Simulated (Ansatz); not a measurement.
# GaGeH₃O₂: two vibrations frozen in

How does the energy of GaGeH₃O₂ change over two coordinates at once? A grid of runs gives the map.

Method: RKS PBE-D4/def2-SVP; program: Ansatz 0.2.0.

### 1 Where the work starts

7 atoms, charge 0, spin multiplicity 1.

Atoms are counted from 1 here; the program's logs count them from 0.

Bond lengths: O1–Ge4 1.800 Å, O1–H5 0.976 Å, Ga2–O3 1.827 Å, O3–Ge4 1.785 Å, Ge4–H6 1.547 Å, Ge4–H7 1.556 Å. Angles: Ge4–O1–H5 110.5°, Ga2–O3–Ge4 155.7°, O1–Ge4–O3 109.4°, O1–Ge4–H6 104.0°, O1–Ge4–H7 110.8°, O3–Ge4–H6 110.7°, O3–Ge4–H7 107.3°, H6–Ge4–H7 114.6°.

As a file:

```mol
GaGeH3O2
  3D, bonds by distance, orders not assigned

  7  6  0  0  0  0  0  0  0  0999 V2000
   -0.9114    1.0621   -0.8619 O   0  0
   -0.9164   -2.6283    1.2266 Ga  0  0
    0.1146   -1.2579    0.5969 O   0  0
    0.4649    0.4218    0.1058 Ge  0  0
   -0.9796    0.5889   -1.7126 H   0  0
    0.5190    1.3521    1.3410 H   0  0
    1.7700    0.3934   -0.7417 H   0  0
  1  4  8  0
  1  5  8  0
  2  3  8  0
  3  4  8  0
  4  6  8  0
  4  7  8  0
M  END
```

This geometry comes from a loose relaxation at PBE in a small basis, which is not shown.

### 2 The minimum at this level

Input file input.yaml:

```yaml
crystal:
  periodic: [false, false, false]
  atoms:
    - { symbol: O, position_ang: [-0.911419, 1.062076, -0.861875] }
    - { symbol: Ga, position_ang: [-0.916366, -2.628285, 1.226603] }
    - { symbol: O, position_ang: [0.114638, -1.257918, 0.59693] }
    - { symbol: Ge, position_ang: [0.464946, 0.421774, 0.105826] }
    - { symbol: H, position_ang: [-0.979639, 0.588945, -1.712596] }
    - { symbol: H, position_ang: [0.519002, 1.352117, 1.340967] }
    - { symbol: H, position_ang: [1.770038, 0.393391, -0.741655] }
basis:
  gaussian: { orbitals: def2-SVP }
hamiltonian:
  xc: pbe
  dispersion: d4
output:
  forces: true
relax:
  f_tol: 0.003
  max_steps: 120
```

Started as:

```console
> ansatz run input.yaml --threads 1 --pin off --max-ram 2560MiB --backend cpu --events-out ev --progress --plain --runs-dir out
```

The log of the run, shortened:

```text
Warning: RAYON_NUM_THREADS=1 ignored (pool sized by the plan → 1); use --threads N
[...]
Functional definition: PBE
[...]
1166 factors; their error is unknown
[...]
mean field -113003.36996043 eV, -4152.7972496106 hartree, gradient 4.1e-5 eV, S^2 0.000000; 0 other end points of the search recorded, 0 dependent functions left out
[...]
reference -113003.36999822 eV, -4152.7972509992 hartree; 41, 41 occupied and 66, 66 virtual orbitals, 1166 factors
relax step   1: F+E_penalty+E_count = -113003.53111342 eV  Δ(F+E_penalty+E_count) = +0.000e0 eV  max|allowed force component| = 2.978e-2 eV/Å  Δτ_max = 0.0000 Å  (28 SCF iters, accepted)
[...]
relax step   7: F+E_penalty+E_count = -113003.53134506 eV  Δ(F+E_penalty+E_count) = -3.224e-6 eV  max|allowed force component| = 3.728e-3 eV/Å  Δτ_max = 0.0019 Å  (19 SCF iters, accepted)
[...]
relax step   8: F+E_penalty+E_count = -113003.53134747 eV  Δ(F+E_penalty+E_count) = -2.413e-6 eV  max|allowed force component| = 2.430e-3 eV/Å  Δτ_max = 0.0012 Å  (20 SCF iters, accepted)
1166 factors; their error is unknown
[...]
mean field -113003.37062522 eV, -4152.7972740410 hartree, gradient 6.7e-5 eV, S^2 0.000000; 1 other end points of the search recorded, 0 dependent functions left out
[...]
reference -113003.37066301 eV, -4152.7972754298 hartree; 41, 41 occupied and 66, 66 virtual orbitals, 1166 factors
Total energy: -113003.53138526 eV, -4152.8031818637 hartree
Atom 0 at    -0.906584     1.075810    -0.867401 Å, force    -0.001871     0.001557     0.000158 eV/Å
Atom 1 at    -0.892588    -2.637653     1.259307 Å, force     0.001359     0.001165    -0.000989 eV/Å
Atom 2 at     0.097163    -1.263091     0.580295 Å, force    -0.002430    -0.001945     0.001004 eV/Å
Atom 3 at     0.458831     0.416691     0.100854 Å, force     0.002408    -0.000299     0.000547 eV/Å
Atom 4 at    -0.973717     0.612920    -1.723023 Å, force     0.000455    -0.001038    -0.000405 eV/Å
Atom 5 at     0.508021     1.341103     1.340614 Å, force     0.000116     0.000262    -0.000512 eV/Å
Atom 6 at     1.770073     0.386320    -0.736447 Å, force    -0.000038     0.000298     0.000196 eV/Å
Dipole moment:     0.046312    -0.201300    -0.092748 e Å
```

Run time: 49 s. Hardware: 1 thread of Arm Neoverse N1, shared host; peak memory 0.15 GiB.

Relaxation path:

```csv
step,energy from step 1 (eV),largest force component (eV/Å)
1,0.0000,0.0298
2,-0.0001,0.0123
3,-0.0002,0.0067
4,-0.0002,0.0050
5,-0.0002,0.0015
6,-0.0002,0.0067
7,-0.0002,0.0037
8,-0.0002,0.0024
```

Close pairs (by a distance rule), those that changed most:

```csv
bond,before (Å),after (Å),change (Å)
Ga2–O3,1.827,1.825,-0.002
O1–Ge4,1.800,1.799,-0.001
O3–Ge4,1.785,1.784,-0.001
O1–H5,0.976,0.975,-0.001
Ge4–H7,1.556,1.556,-0.000
Ge4–H6,1.547,1.547,-0.000
```

### 3 Reference: GaGeH3O2 by itself, as typed

Input file input.yaml:

```yaml
crystal:
  periodic: [false, false, false]
  atoms:
    - { symbol: O, position_ang: [-0.906584, 1.07581, -0.867401] }
    - { symbol: Ga, position_ang: [-0.892588, -2.637653, 1.259307] }
    - { symbol: O, position_ang: [0.097163, -1.263091, 0.580295] }
    - { symbol: Ge, position_ang: [0.458831, 0.416691, 0.100854] }
    - { symbol: H, position_ang: [-0.973717, 0.61292, -1.723023] }
    - { symbol: H, position_ang: [0.508021, 1.341103, 1.340614] }
    - { symbol: H, position_ang: [1.770073, 0.38632, -0.736447] }
basis:
  gaussian: { orbitals: def2-SVP }
hamiltonian:
  xc: pbe
  dispersion: d4
phonons: {}
```

Started as:

```console
> ansatz run input.yaml --threads 1 --pin off --max-ram 2560MiB --backend cpu --events-out ev --progress --plain --runs-dir out
```

The log of the run, shortened:

```text
Warning: RAYON_NUM_THREADS=1 ignored (pool sized by the plan → 1); use --threads N
[...]
[... 1 set-up line as earlier in the session ...]
[...]
1166 factors; their error is unknown
[...]
mean field -113003.37062509 eV, -4152.7972740363 hartree, gradient 4.0e-5 eV, S^2 0.000000; 0 other end points of the search recorded, 0 dependent functions left out
[...]
reference -113003.37066287 eV, -4152.7972754247 hartree; 41, 41 occupied and 66, 66 virtual orbitals, 1166 factors
[...]
1166 factors; their error is unknown
mean field -113003.37055889 eV, -4152.7972716035 hartree, gradient 1.4e-6 eV, S^2 0.000000; 0 other end points of the search recorded, 0 dependent functions left out
[...]
reference -113003.37059667 eV, -4152.7972729920 hartree; 41, 41 occupied and 66, 66 virtual orbitals, 1166 factors
[...]
1166 factors; their error is unknown
[...]
reference -113003.37064345 eV, -4152.7972747112 hartree; 41, 41 occupied and 66, 66 virtual orbitals, 1166 factors
Total energy: -113003.53138511 eV, -4152.8031818581 hartree
Atom 0 at    -0.906584     1.075810    -0.867401 Å, force    -0.001882     0.001552     0.000154 eV/Å
Atom 1 at    -0.892588    -2.637653     1.259307 Å, force     0.001342     0.001159    -0.000997 eV/Å
Atom 2 at     0.097163    -1.263091     0.580295 Å, force    -0.002413    -0.001928     0.001007 eV/Å
Atom 3 at     0.458831     0.416691     0.100854 Å, force     0.002404    -0.000299     0.000538 eV/Å
Atom 4 at    -0.973717     0.612920    -1.723023 Å, force     0.000460    -0.001048    -0.000391 eV/Å
Atom 5 at     0.508021     1.341103     1.340614 Å, force     0.000123     0.000265    -0.000506 eV/Å
Atom 6 at     1.770073     0.386320    -0.736447 Å, force    -0.000034     0.000299     0.000195 eV/Å
Dipole moment:     0.046314    -0.201299    -0.092750 e Å
Vibrations: 26.90 55.30 207.51 275.62 332.51 538.01 657.08 678.25 777.24 818.79 873.51 907.78 2054.96 2104.25 3730.49 cm⁻¹, zero-point energy 0.870257 eV
```

It took 2.5 min on 1 thread of Arm Neoverse N1, shared host; peak memory 0.15 GiB.

### 4 The grid

First coordinate, normal mode 5 (333 cm⁻¹): 15 values from −2.218 amu½·Å. Second coordinate, normal mode 10 (819 cm⁻¹): 15 values from −0.675 amu½·Å.

Nothing else is relaxed (straight displacements along the two mass-weighted modes). Energies count from the relaxed molecule at the same level. Points are written as (first, second).

The patterns, per unit of each coordinate (Å):

```csv
atom,x1,y1,z1,x2,y2,z2
O1,0.015,-0.017,0.010,0.016,-0.004,0.002
Ga2,0.041,0.059,-0.028,0.004,0.005,-0.002
O3,-0.106,0.046,0.026,-0.030,-0.054,0.017
Ge4,-0.020,-0.060,0.019,0.015,0.011,0.005
H5,0.026,0.008,-0.004,-0.078,0.038,-0.009
H6,0.057,-0.036,-0.003,-0.666,-0.015,0.025
H7,-0.028,-0.167,0.008,-0.353,-0.206,-0.523
```

Of the runs on the grid, 3 are shown in the steps below; the others differ only in the two coordinates.

### 5 Point (2.218 amu½·Å, 0.482 amu½·Å)

Input file input.yaml:

```yaml
crystal:
  periodic: [false, false, false]
  atoms:
    - { symbol: O, position_ang: [-0.865611, 1.036035, -0.843573] }
    - { symbol: Ga, position_ang: [-0.800038, -2.505188, 1.195192] }
    - { symbol: O, position_ang: [-0.152603, -1.186304, 0.646867] }
    - { symbol: Ge, position_ang: [0.421633, 0.288625, 0.145841] }
    - { symbol: H, position_ang: [-0.954113, 0.648527, -1.735607] }
    - { symbol: H, position_ang: [0.314105, 1.25354, 1.34688] }
    - { symbol: H, position_ang: [1.536962, -0.084096, -0.971656] }
basis:
  gaussian: { orbitals: def2-SVP }
hamiltonian:
  xc: pbe
  dispersion: d4
output:
  forces: true
```

Started as:

```console
> ansatz run input.yaml --threads 1 --pin off --max-ram 2560MiB --backend cpu --events-out ev --progress --plain --runs-dir out
```

The log of the run, shortened:

```text
Warning: RAYON_NUM_THREADS=1 ignored (pool sized by the plan → 1); use --threads N
[...]
[... 1 set-up line as earlier in the session ...]
[...]
1166 factors; their error is unknown
[...]
mean field -113001.77373811 eV, -4152.7385895223 hartree, gradient 3.9e-5 eV, S^2 0.000000; 0 other end points of the search recorded, 0 dependent functions left out
[...]
reference -113001.77377437 eV, -4152.7385908548 hartree; 41, 41 occupied and 66, 66 virtual orbitals, 1166 factors
Total energy: -113001.94350655 eV, -4152.7448283972 hartree
Atom 0 at    -0.865611     1.036035    -0.843573 Å, force    -0.441683     0.320908    -0.352555 eV/Å
Atom 1 at    -0.800038    -2.505188     1.195192 Å, force    -4.228901    -8.615899     3.558646 eV/Å
Atom 2 at    -0.152603    -1.186304     0.646867 Å, force     2.744638     4.248330    -1.890927 eV/Å
Atom 3 at     0.421633     0.288625     0.145841 Å, force     1.185460     3.524838    -2.552736 eV/Å
Atom 4 at    -0.954113     0.648527    -1.735607 Å, force     0.096349     0.009402     0.171269 eV/Å
Atom 5 at     0.314105     1.253540     1.346880 Å, force     0.714848     0.036353     0.012249 eV/Å
Atom 6 at     1.536962    -0.084096    -0.971656 Å, force    -0.070710     0.476068     1.054054 eV/Å
Dipole moment:     0.301155     0.036572    -0.150697 e Å
```

Wall time 5.7 s (1 thread of Arm Neoverse N1, shared host); peak memory 0.14 GiB.

On the map this point reads 36.6 kcal/mol.

### 6 Point (0.000 amu½·Å, 0.000 amu½·Å)

Input file input.yaml:

```yaml
crystal:
  periodic: [false, false, false]
  atoms:
    - { symbol: O, position_ang: [-0.906584, 1.07581, -0.867401] }
    - { symbol: Ga, position_ang: [-0.892588, -2.637653, 1.259307] }
    - { symbol: O, position_ang: [0.097163, -1.263091, 0.580295] }
    - { symbol: Ge, position_ang: [0.458831, 0.416691, 0.100854] }
    - { symbol: H, position_ang: [-0.973717, 0.61292, -1.723023] }
    - { symbol: H, position_ang: [0.508021, 1.341103, 1.340614] }
    - { symbol: H, position_ang: [1.770073, 0.38632, -0.736447] }
basis:
  gaussian: { orbitals: def2-SVP }
hamiltonian:
  xc: pbe
  dispersion: d4
output:
  forces: true
```

Started as:

```console
> ansatz run input.yaml --threads 1 --pin off --max-ram 2560MiB --backend cpu --events-out ev --progress --plain --runs-dir out
```

The log of the run, shortened:

```text
Warning: RAYON_NUM_THREADS=1 ignored (pool sized by the plan → 1); use --threads N
[...]
[... 1 set-up line as earlier in the session ...]
[...]
1166 factors; their error is unknown
[...]
mean field -113003.37062509 eV, -4152.7972740363 hartree, gradient 4.0e-5 eV, S^2 0.000000; 0 other end points of the search recorded, 0 dependent functions left out
[...]
reference -113003.37066287 eV, -4152.7972754247 hartree; 41, 41 occupied and 66, 66 virtual orbitals, 1166 factors
Total energy: -113003.53138511 eV, -4152.8031818581 hartree
Atom 0 at    -0.906584     1.075810    -0.867401 Å, force    -0.001882     0.001552     0.000154 eV/Å
Atom 1 at    -0.892588    -2.637653     1.259307 Å, force     0.001342     0.001159    -0.000997 eV/Å
Atom 2 at     0.097163    -1.263091     0.580295 Å, force    -0.002413    -0.001928     0.001007 eV/Å
Atom 3 at     0.458831     0.416691     0.100854 Å, force     0.002404    -0.000299     0.000538 eV/Å
Atom 4 at    -0.973717     0.612920    -1.723023 Å, force     0.000460    -0.001048    -0.000391 eV/Å
Atom 5 at     0.508021     1.341103     1.340614 Å, force     0.000123     0.000265    -0.000506 eV/Å
Atom 6 at     1.770073     0.386320    -0.736447 Å, force    -0.000034     0.000299     0.000195 eV/Å
Dipole moment:     0.046314    -0.201299    -0.092750 e Å
```

Wall time 5.6 s (1 thread of Arm Neoverse N1, shared host); peak memory 0.14 GiB.

Energy on the map's scale: 0.0 kcal/mol.

### 7 Point (0.634 amu½·Å, 0.000 amu½·Å)

Input file input.yaml:

```yaml
crystal:
  periodic: [false, false, false]
  atoms:
    - { symbol: O, position_ang: [-0.897124, 1.064992, -0.860881] }
    - { symbol: Ga, position_ang: [-0.866637, -2.600504, 1.241328] }
    - { symbol: O, position_ang: [0.029958, -1.23367, 0.597039] }
    - { symbol: Ge, position_ang: [0.446158, 0.37865, 0.112975] }
    - { symbol: H, position_ang: [-0.957358, 0.617916, -1.725311] }
    - { symbol: H, position_ang: [0.544374, 1.318214, 1.338965] }
    - { symbol: H, position_ang: [1.752079, 0.280296, -0.731531] }
basis:
  gaussian: { orbitals: def2-SVP }
hamiltonian:
  xc: pbe
  dispersion: d4
output:
  forces: true
```

Started as:

```console
> ansatz run input.yaml --threads 1 --pin off --max-ram 2560MiB --backend cpu --events-out ev --progress --plain --runs-dir out
```

The log of the run, shortened:

```text
Warning: RAYON_NUM_THREADS=1 ignored (pool sized by the plan → 1); use --threads N
[...]
[... 1 set-up line as earlier in the session ...]
[...]
1166 factors; their error is unknown
[...]
mean field -113003.28163077 eV, -4152.7940035556 hartree, gradient 3.5e-5 eV, S^2 0.000000; 0 other end points of the search recorded, 0 dependent functions left out
[...]
reference -113003.28166817 eV, -4152.7940049299 hartree; 41, 41 occupied and 66, 66 virtual orbitals, 1166 factors
Total energy: -113003.44494676 eV, -4152.8000053075 hartree
Atom 0 at    -0.897124     1.064992    -0.860881 Å, force    -0.056230     0.068220    -0.050149 eV/Å
Atom 1 at    -0.866637    -2.600504     1.241328 Å, force    -0.811888    -1.266821     0.587126 eV/Å
Atom 2 at     0.029958    -1.233670     0.597039 Å, force     0.435533    -0.097630    -0.131129 eV/Å
Atom 3 at     0.446158     0.378650     0.112975 Å, force     0.459591     1.250905    -0.413405 eV/Å
Atom 4 at    -0.957358     0.617916    -1.725311 Å, force    -0.004673     0.001526     0.008401 eV/Å
Atom 5 at     0.544374     1.318214     1.338965 Å, force    -0.012296     0.000732    -0.010938 eV/Å
Atom 6 at     1.752079     0.280296    -0.731531 Å, force    -0.010037     0.043068     0.010094 eV/Å
Dipole moment:     0.092308    -0.170353    -0.115150 e Å
```

It took 5.7 s on 1 thread of Arm Neoverse N1, shared host; peak memory 0.14 GiB.

Energy on the map's scale: 2.0 kcal/mol.

### 8 Energy over the grid

225 points were computed. Energies in kcal/mol, from the relaxed molecule at the same level:

| normal mode 10 (819 cm⁻¹) (amu½·Å) ↓, normal mode 5 (333 cm⁻¹) (amu½·Å) → | −2.218 | −1.901 | −1.584 | −1.267 | −0.951 | −0.634 | −0.317 | 0.000 | 0.317 | 0.634 | 0.951 | 1.267 | 1.584 | 1.901 | 2.218 |
| --- | --- | --- | --- | --- | --- | --- | --- | --- | --- | --- | --- | --- | --- | --- | --- |
| 0.675 | 31.8 | 27.2 | 23.0 | 19.5 | 16.6 | 14.4 | 13.1 | 12.8 | 13.5 | 15.3 | 18.3 | 22.7 | 28.4 | 35.7 | 44.4 |
| 0.579 | 28.4 | 23.7 | 19.6 | 16.1 | 13.2 | 11.0 | 9.7 | 9.4 | 10.0 | 11.7 | 14.7 | 19.0 | 24.6 | 31.7 | 40.2 |
| 0.482 | 25.4 | 20.8 | 16.7 | 13.2 | 10.3 | 8.2 | 6.9 | 6.5 | 7.1 | 8.8 | 11.6 | 15.8 | 21.3 | 28.2 | 36.6 |
| 0.386 | 23.0 | 18.4 | 14.4 | 10.9 | 8.0 | 5.9 | 4.6 | 4.1 | 4.7 | 6.3 | 9.1 | 13.2 | 18.6 | 25.4 | 33.6 |
| 0.289 | 21.0 | 16.5 | 12.5 | 9.0 | 6.2 | 4.1 | 2.8 | 2.3 | 2.9 | 4.5 | 7.2 | 11.2 | 16.5 | 23.1 | 31.2 |
| 0.193 | 19.6 | 15.2 | 11.2 | 7.7 | 4.9 | 2.8 | 1.5 | 1.0 | 1.5 | 3.1 | 5.8 | 9.7 | 14.9 | 21.4 | 29.4 |
| 0.096 | 18.8 | 14.3 | 10.3 | 6.9 | 4.1 | 2.0 | 0.7 | 0.3 | 0.8 | 2.3 | 4.9 | 8.8 | 13.9 | 20.4 | 28.2 |
| 0.000 | 18.4 | 14.0 | 10.0 | 6.6 | 3.9 | 1.8 | 0.5 | 0.0 | 0.5 | 2.0 | 4.6 | 8.4 | 13.5 | 19.9 | 27.7 |
| −0.096 | 18.5 | 14.1 | 10.2 | 6.9 | 4.1 | 2.0 | 0.7 | 0.3 | 0.8 | 2.3 | 4.9 | 8.7 | 13.7 | 20.0 | 27.8 |
| −0.193 | 19.2 | 14.9 | 11.0 | 7.6 | 4.9 | 2.8 | 1.5 | 1.1 | 1.6 | 3.1 | 5.7 | 9.5 | 14.5 | 20.8 | 28.5 |
| −0.289 | 20.5 | 16.1 | 12.2 | 8.9 | 6.2 | 4.2 | 2.9 | 2.5 | 3.0 | 4.5 | 7.2 | 11.0 | 16.0 | 22.3 | 30.0 |
| −0.386 | 22.3 | 18.0 | 14.1 | 10.8 | 8.1 | 6.1 | 4.9 | 4.5 | 5.1 | 6.6 | 9.3 | 13.1 | 18.2 | 24.5 | 32.2 |
| −0.482 | 24.7 | 20.4 | 16.6 | 13.3 | 10.7 | 8.7 | 7.5 | 7.2 | 7.8 | 9.4 | 12.1 | 16.0 | 21.1 | 27.5 | 35.2 |
| −0.579 | 27.8 | 23.6 | 19.8 | 16.5 | 13.9 | 12.0 | 10.9 | 10.6 | 11.2 | 12.9 | 15.7 | 19.6 | 24.8 | 31.2 | 39.0 |
| −0.675 | 31.6 | 27.4 | 23.6 | 20.4 | 17.9 | 16.0 | 14.9 | 14.7 | 15.4 | 17.2 | 20.0 | 24.0 | 29.3 | 35.8 | 43.6 |

On the same grid, dipole moment (D):

```tsv
normal mode 10 (819 cm⁻¹) (amu½·Å) ↓, normal mode 5 (333 cm⁻¹) (amu½·Å) →	−2.218	−1.901	−1.584	−1.267	−0.951	−0.634	−0.317	0.000	0.317	0.634	0.951	1.267	1.584	1.901	2.218
0.675	0.71	0.67	0.66	0.70	0.76	0.85	0.95	1.06	1.18	1.29	1.41	1.52	1.62	1.72	1.81
0.579	0.79	0.74	0.71	0.72	0.76	0.83	0.92	1.02	1.12	1.23	1.34	1.44	1.54	1.64	1.72
0.482	0.89	0.82	0.78	0.77	0.79	0.83	0.90	0.98	1.07	1.17	1.27	1.36	1.46	1.55	1.63
0.386	1.00	0.92	0.86	0.83	0.83	0.85	0.89	0.95	1.03	1.11	1.20	1.29	1.38	1.46	1.53
0.289	1.12	1.03	0.97	0.92	0.89	0.89	0.91	0.95	1.00	1.07	1.15	1.22	1.30	1.37	1.44
0.193	1.25	1.16	1.08	1.02	0.98	0.95	0.95	0.97	1.00	1.05	1.11	1.17	1.24	1.30	1.36
0.096	1.40	1.30	1.22	1.14	1.09	1.04	1.02	1.01	1.02	1.05	1.09	1.14	1.19	1.24	1.29
0.000	1.55	1.45	1.36	1.28	1.21	1.16	1.11	1.09	1.08	1.08	1.10	1.13	1.16	1.20	1.24
−0.096	1.72	1.62	1.52	1.43	1.35	1.29	1.23	1.19	1.16	1.14	1.14	1.15	1.17	1.19	1.22
−0.193	1.89	1.79	1.69	1.60	1.51	1.43	1.37	1.31	1.26	1.23	1.21	1.20	1.20	1.21	1.22
−0.289	2.07	1.96	1.86	1.77	1.68	1.59	1.52	1.45	1.39	1.34	1.31	1.28	1.27	1.26	1.26
−0.386	2.26	2.15	2.05	1.95	1.85	1.76	1.68	1.60	1.54	1.48	1.43	1.39	1.36	1.34	1.32
−0.482	2.45	2.34	2.23	2.13	2.03	1.94	1.85	1.77	1.69	1.63	1.57	1.52	1.47	1.44	1.41
−0.579	2.64	2.53	2.43	2.32	2.22	2.12	2.03	1.94	1.86	1.79	1.72	1.66	1.61	1.56	1.53
−0.675	2.84	2.73	2.62	2.52	2.41	2.31	2.22	2.12	2.04	1.96	1.88	1.82	1.76	1.71	1.66
```

On the same grid, largest force on an atom (eV/Å):

```csv
"normal mode 10 (819 cm⁻¹) (amu½·Å) ↓, normal mode 5 (333 cm⁻¹) (amu½·Å) →",−2.218,−1.901,−1.584,−1.267,−0.951,−0.634,−0.317,0.000,0.317,0.634,0.951,1.267,1.584,1.901,2.218
0.675,3.4,3.2,3.0,2.8,2.5,2.3,2.0,1.7,2.1,3.0,4.2,5.7,7.3,9.1,11.2
0.579,3.3,3.1,2.9,2.7,2.4,2.1,1.8,1.5,1.8,2.7,4.0,5.4,6.9,8.7,10.7
0.482,3.2,3.0,2.8,2.6,2.3,1.9,1.6,1.3,1.5,2.5,3.7,5.1,6.6,8.3,10.2
0.386,3.1,2.9,2.7,2.4,2.1,1.8,1.4,1.0,1.3,2.3,3.5,4.8,6.3,7.9,9.8
0.289,3.0,2.8,2.6,2.3,2.0,1.6,1.2,0.8,1.2,2.1,3.2,4.5,5.9,7.6,9.4
0.193,2.9,2.7,2.5,2.2,1.8,1.4,1.0,0.6,1.0,2.0,3.0,4.3,5.6,7.2,9.0
0.096,2.8,2.6,2.3,2.0,1.7,1.3,0.8,0.3,0.9,1.8,2.8,4.0,5.3,6.9,8.6
0.000,2.7,2.6,2.3,2.0,1.6,1.2,0.6,0.0,0.7,1.6,2.6,3.8,5.1,6.5,8.2
−0.096,2.8,2.6,2.3,2.0,1.7,1.2,0.7,0.3,1.0,1.7,2.5,3.5,4.8,6.2,7.8
−0.193,2.8,2.6,2.4,2.1,1.7,1.3,0.8,0.7,1.3,2.1,2.9,3.9,5.0,6.1,7.5
−0.289,2.8,2.6,2.4,2.1,1.8,1.4,0.9,1.2,1.8,2.5,3.4,4.4,5.5,6.6,7.9
−0.386,2.8,2.6,2.4,2.1,1.8,1.4,1.3,1.7,2.2,3.0,3.9,4.9,6.0,7.2,8.5
−0.482,2.8,2.6,2.4,2.2,1.9,1.6,1.8,2.2,2.8,3.5,4.4,5.5,6.6,7.9,9.2
−0.579,2.8,2.6,2.4,2.2,2.0,2.0,2.3,2.7,3.3,4.1,5.0,6.1,7.2,8.5,9.9
−0.675,2.8,2.7,2.5,2.4,2.4,2.5,2.8,3.2,3.9,4.7,5.6,6.7,7.9,9.2,10.6
```

### 9 Summary of results

| quantity | value |
| --- | --- |
| lowest point | (0.000 amu½·Å, 0.000 amu½·Å), 0.0 kcal/mol |
| highest computed point | (2.218 amu½·Å, 0.675 amu½·Å), 44.4 kcal/mol above the lowest |
| dipole moment (D) | 0.66 at (−1.584 amu½·Å, 0.675 amu½·Å) to 2.84 at (−2.218 amu½·Å, −0.675 amu½·Å); 1.09 at the lowest point |
| largest force on an atom (eV/Å) | 0.0 at (0.000 amu½·Å, 0.000 amu½·Å) to 11.2 at (2.218 amu½·Å, 0.675 amu½·Å); 0.0 at the lowest point |
| time for the whole task | 28 min on 1 thread, shared host |

**Reading.** The lowest computed point is at (0.000 amu½·Å, 0.000 amu½·Å), which is the relaxed molecule at the same level itself. No other kind of well shows on this grid. The highest computed point, (2.218 amu½·Å, 0.675 amu½·Å), lies 44.4 kcal/mol above the lowest. Round the minimum the two coordinates are nearly uncoupled.
